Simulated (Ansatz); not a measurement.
Crystal: WS.

```
W S
1.0
     3.00789    0.00000    0.00000
     0.00000    3.00789    0.00000
     0.00000    0.00000    3.00789
W S
1 1
Direct
  0.50000 0.50000 0.50000
  0.00000 0.00000 0.00000
```

The cell was built by a generator and needn't be a form met in nature.

Program: Ansatz 0.2.0. Alike in all runs: potentials or basis Ansatz PAW; no spin polarisation; cell as given; k mesh 5 × 5 × 5; smearing fermi-dirac 0.05 eV; the mesh is coarse, so values aren't converged. Hardware: 2 threads of Arm Neoverse V1, on a shared host.

**Question.** Order these runs on this cell by their wall time, lowest first.
A. task projected density of states; level r2SCAN0; cutoff (eV) 500
B. task projected density of states; level PBEsol; cutoff (eV) 420
C. task band structure; level HSEsol; cutoff (eV) 420; points for each segment of the path 4

**Answer.** B (0.82 s), A (12 s), C (52 s).

Caveats: all runs use coarse meshes; the density of states is complete only up to the lowest level of the last band computed (some runs).

Not every run made on this cell is shown here.
